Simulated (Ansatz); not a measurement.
**GaSe2: one candidate of a structure search**

Aim: relax a trial structure of GaSe2 and see where it ends.

Program: Ansatz 0.2.0. Level of theory: DFT PBE, scalar-relativistic, plane waves, PAW. These are calculated values, not measurements.

## 1. The system as given

Symmetry: Fd-3m, No. 227, cubic system. The conventional cell has a = 8.287 Å, b = 8.287 Å, c = 8.287 Å, α = 90.00°, β = 90.00°, γ = 90.00°. Ga (site symmetry -43m) is surrounded by 12 Se at 3.44 Å and 4 Ga at 3.59 Å. Se (site symmetry -3m) has 6 Se at 2.93 Å and 6 Ga at 3.44 Å in its first shell of neighbours.

Coordinates:

```xyz
6
Lattice="0.0000 4.1433 4.1433 4.1433 0.0000 4.1433 4.1433 4.1433 0.0000" Properties=species:S:1:pos:R:3 pbc="T T T"
Ga    4.1433    4.1433    4.1433
Ga    6.2149    6.2149    6.2149
Se    1.0358    1.0358    1.0358
Se    1.0358    3.1074    3.1074
Se    3.1074    1.0358    3.1074
Se    3.1074    3.1074    1.0358
```

The cell is invented: species swapped into a database cell of LaPt2 (Fd-3m, No. 227), with Ga on the La sites and Se on the Pt sites. Lengths come from tabulated atomic sizes and are only a guess.

## 2. A first look at the guess

The input, input.yaml:

```yaml
crystal:
  lattice:
    - [0.0, 4.1432559, 4.1432559]
    - [4.1432559, 0.0, 4.1432559]
    - [4.1432559, 4.1432559, 0.0]
  atoms:
    - { symbol: Ga, position: [0.5, 0.5, 0.5] }
    - { symbol: Ga, position: [0.75, 0.75, 0.75] }
    - { symbol: Se, position: [0.125, 0.125, 0.125] }
    - { symbol: Se, position: [0.625, 0.125, 0.125] }
    - { symbol: Se, position: [0.125, 0.625, 0.125] }
    - { symbol: Se, position: [0.125, 0.125, 0.625] }
basis:
  ecutwfc: 420
kpoints:
  mp_grid: { grid: [4, 4, 4] }
hamiltonian:
  xc: pbe
scf:
  occupations: { method: gaussian, width: 0.1 }
  lower_state_search: "off"
output:
  forces: true
  stress: true
  eigenvalues: true
```

On the command line:

```bash
$ ansatz run input.yaml --threads 1 --pin off --max-ram 2560MiB --backend cpu --events-out ev --progress --plain --runs-dir out
```

The program printed (excerpt; [...] marks lines left out):

```text
[...]
SCF converged after 8 iterations
Free energy (F): -29440.191591 eV
[...]
E sigma→0 (E₀):  -29440.169266 eV
Entropy (-TS):   -0.044651 eV (-7.442 meV/atom)
Fermi energy:    8.614542 eV
[...]
--- Forces (eV/Å), atoms counted from 1 ---
  atom   1  Ga    -0.00000000    -0.00000000    -0.00000000
  atom   2  Ga     0.00000000     0.00000000     0.00000000
  atom   3  Se     0.00000000     0.00000000     0.00000000
  atom   4  Se     0.00000000    -0.00000000    -0.00000000
  atom   5  Se     0.00000000    -0.00000000     0.00000000
  atom   6  Se     0.00000000    -0.00000000    -0.00000000
[...]
--- Stress (GPa, compression-positive) ---
        1.378385      -0.000000       0.000000
        0.000000       1.378385      -0.000000
        0.000000       0.000000       1.378385
  P = ⅓ Tr σ = 1.3784 GPa (13.784 kbar)
--- Band table (eV; the first three rows and the last of 8) ---
[...]
```

It took 14 s on 1 thread of Intel Xeon at 2.50GHz (Skylake/Cascade Lake), shared host; peak memory 0.42 GiB.

The probe gives pressure 1.4 GPa, largest force 0.00 eV/Å, gap on this mesh none (metal). The relaxation goes to the converged mesh at once.

## 3. Full relaxation

input.yaml, as its differences from that of step 2:

```diff
@@ -15,3 +15,3 @@
 kpoints:
-  mp_grid: { grid: [4, 4, 4] }
+  mp_grid: { grid: [8, 8, 8] }
 hamiltonian:
@@ -20,3 +20,2 @@
   occupations: { method: gaussian, width: 0.1 }
-  lower_state_search: "off"
 output:
@@ -25 +24,6 @@
   eigenvalues: true
+relax:
+  adjacent_minimum: "off"
+  f_tol: 0.01
+  max_steps: 80
+  cell: { stress_tol: 0.05 }
```

On the command line:

```bash
$ ansatz run input.yaml --threads 1 --pin off --max-ram 2560MiB --backend cpu --events-out ev --progress --plain --runs-dir out
```

The program printed (excerpt; [...] marks lines left out):

```text
Warning: RAYON_NUM_THREADS=1 ignored (pool sized by the plan → 1); use --threads N
[...]
Pseudopotentials: kind: paw
Pseudopotential: Ga, paw, valence charge 13, recommended cutoff 420 eV (normal), Ga.paw.azcp
Pseudopotential: Se, paw, valence charge 16, recommended cutoff 420 eV (normal), Se.paw.azcp
Functional definition: PBE
[...]
Crystal: 6 atoms, lattice volume = 142.251 Å³
Basis set: ecut = 420 eV, 2733 PW (Γ), exchange–correlation on 80×80×80 points (8 copies of the dense FFT grid, shifted against one another)
Bands: 54, of which v1, the nominal top of the filled ones, is band 45 counted from 1 (44 counted from 0)
Symmetry: 48 space group operations
Space group: Fd-3m (ITA 227), of the structure as read, at distance tolerance 5.2e-5 Å
k-points: 29 of 512
[...]
SCF iter   1: F=—  HF=-29440.692358 eV  |F-HF|=—  |Δ(HF+E_count)|=         —  Δρ=4.39e-3  dr2=8.71e-2  ethr=1.77e-3  ⟨swp⟩=7.1  Hψ=5673  notcnv=0  defer=4
[...]
        0.000000      -0.001151      -0.000000
        0.000000       0.000000      -0.001151
  P = ⅓ Tr σ = -0.0012 GPa (-0.012 kbar)
--- Band table (eV; the first three rows and the last of 29) ---
[...]
--- Relaxed structure (2 steps of the walk, 2 accepted, 1 SCFs on fresh bases) ---
  F+E_penalty+E_count = -29440.66629744 eV   max|allowed force component| = 6.014e-17 eV/Å   (the final SCF, on the basis selected at the relaxed cell)
  cell:  # Å, volume = 143.4359 Å³
    - [-2.2929174148030154e-34, 4.154727921822711, 4.154727921822711]
    - [4.154727921822711, -1.2738430082238973e-34, 4.154727921822711]
    - [4.154727921822711, 4.154727921822711, -1.2738430082238973e-34]
  atoms:
    - { symbol: Ga, position: [0.5, 0.5, 0.5] }
    - { symbol: Ga, position: [0.7500000000000001, 0.7500000000000001, 0.7500000000000001] }
    - { symbol: Se, position: [0.125, 0.125, 0.125] }
    - { symbol: Se, position: [0.6250000000000001, 0.125, 0.12499999999999994] }
    - { symbol: Se, position: [0.125, 0.6250000000000001, 0.12499999999999994] }
    - { symbol: Se, position: [0.125, 0.125, 0.6250000000000001] }
```

It took 1.8 min on 1 thread of Intel Xeon at 2.50GHz (Skylake/Cascade Lake), shared host; peak memory 0.52 GiB.

The steps of the relaxation:

```csv
step,energy from step 1 (eV/cell),largest force component (eV/Å),pressure (GPa),volume (Å³)
1,0.0000,0.0000,0.36,142.25
2,-0.0012,0.0000,0.00,143.44
3,-0.0013,0.0000,0.00,143.44
```

Step 1 is the start. Step 3 repeats the geometry before it on a plane-wave basis chosen anew for that cell, so its energy need not be comparable with the rows above.

Lengths and angles in the start's conventional setting:

|  | before | after | change |
| --- | --- | --- | --- |
| a (Å) | 8.287 | 8.309 | +0.3 % |
| b (Å) | 8.287 | 8.309 | +0.3 % |
| c (Å) | 8.287 | 8.309 | +0.3 % |
| volume (Å³/atom) | 23.71 | 23.91 | +0.8 % |
| shortest distance (Å) | 2.930 | 2.938 | +0.3 % |
| space group (0.01 Å) | Fd-3m | Fd-3m | same |

The run keeps the 48 symmetry operations of the start, so it could not have lowered the symmetry.

## 4. Variant: occupations.method fermi_dirac, occupations.width 0.05, n_extra_bands 16

The input, input.yaml:

```yaml
crystal:
  lattice:
    - [0.0, 4.1547279218, 4.1547279218]
    - [4.1547279218, 0.0, 4.1547279218]
    - [4.1547279218, 4.1547279218, 0.0]
  atoms:
    - { symbol: Ga, position: [0.5, 0.5, 0.5] }
    - { symbol: Ga, position: [0.75, 0.75, 0.75] }
    - { symbol: Se, position: [0.125, 0.125, 0.125] }
    - { symbol: Se, position: [0.625, 0.125, 0.125] }
    - { symbol: Se, position: [0.125, 0.625, 0.125] }
    - { symbol: Se, position: [0.125, 0.125, 0.625] }
basis:
  ecutwfc: 420
kpoints:
  mp_grid: { grid: [8, 8, 8] }
hamiltonian:
  xc: pbe
scf:
  occupations: { method: fermi_dirac, width: 0.05 }
  n_extra_bands: 16
output:
  forces: true
  eigenvalues: true
  stress: true
```

On the command line:

```bash
$ ansatz run input.yaml --threads 1 --pin off --max-ram 2560MiB --backend cpu --events-out ev --progress --plain --runs-dir out
```

The program printed (excerpt; [...] marks lines left out):

```text
Warning: RAYON_NUM_THREADS=1 ignored (pool sized by the plan → 1); use --threads N
scf.n_extra_bands = 16 over 45 filled bands (N_el = 90.0): the run solves 61 bands
[...]
[... 4 set-up lines as earlier in the session ...]
[...]
Crystal: 6 atoms, lattice volume = 143.436 Å³
Basis set: ecut = 420 eV, 2741 PW (Γ), exchange–correlation on 80×80×80 points (8 copies of the dense FFT grid, shifted against one another)
Bands: 61, of which v1, the nominal top of the filled ones, is band 45 counted from 1 (44 counted from 0)
[... 2 set-up lines as earlier in the session ...]
k-points: 29 of 512
[...]
SCF iter   8: F=-29440.673380 eV  HF=-29440.673380 eV  |F-HF|=2.98e-8  |Δ(HF+E_count)|=   3.08e-7  Δρ=6.32e-6  dr2=6.90e-8  ethr=1.11e-10  ⟨swp⟩=9.6  Hψ=9170  notcnv=0
[...]
SCF converged after 8 iterations
Free energy (F): -29440.673380 eV
[...]
E sigma→0 (E₀):  -29440.655062 eV
Entropy (-TS):   -0.036636 eV (-6.106 meV/atom)
Fermi energy:    8.542245 eV
[...]
--- Forces (eV/Å), atoms counted from 1 ---
  atom   1  Ga    -0.00000000     0.00000000    -0.00000000
  atom   2  Ga    -0.00000000     0.00000000     0.00000000
  atom   3  Se     0.00000000     0.00000000     0.00000000
  atom   4  Se     0.00000000    -0.00000000    -0.00000000
  atom   5  Se     0.00000000    -0.00000000     0.00000000
  atom   6  Se     0.00000000     0.00000000    -0.00000000
[...]
--- Stress (GPa, compression-positive) ---
       -0.006120      -0.000000       0.000000
        0.000000      -0.006120      -0.000000
        0.000000      -0.000000      -0.006120
  P = ⅓ Tr σ = -0.0061 GPa (-0.061 kbar)
--- Band table (eV; the first three rows and the last of 29) ---
[...]
```

It took 50 s on 1 thread of Intel Xeon at 2.50GHz (Skylake/Cascade Lake), shared host; peak memory 0.53 GiB.

```tsv
run	ending	energy change	pressure (GPa)	gap (eV)	force (eV/Å)	cycles	time
step 3	converged	0	0.0	0.00	0.00	-	1.8 min
variant	converged	-0.1 meV/atom (σ→0)	0.0	0.00	0.00	8	50 s
```

Changing the smearing and band count hardly moves the energy: -0.1 meV/atom.

## 5. Summary of results

| quantity | value |
| --- | --- |
| symmetry at the end (tolerance 0.05 Å) | space group Fd-3m (No. 227) |
| conventional cell | a = 8.309 Å, b = 8.309 Å, c = 8.309 Å, α = 90.00°, β = 90.00°, γ = 90.00° |
| volume | 23.91 Å³/atom |
| energy over the elements | +0.28 eV/atom |
| gap on the mesh | none (metal) |

In words: The space group Fd-3m (No. 227) is kept, and the volume per atom grows by 0.8 % from the first guess. The formation energy is positive, so the separate elements lie lower. No finished test with a distortion of lower symmetry is shown, so the end may be a saddle point. Spin polarisation is off in the runs that give these values; a magnetic solution could lie lower.
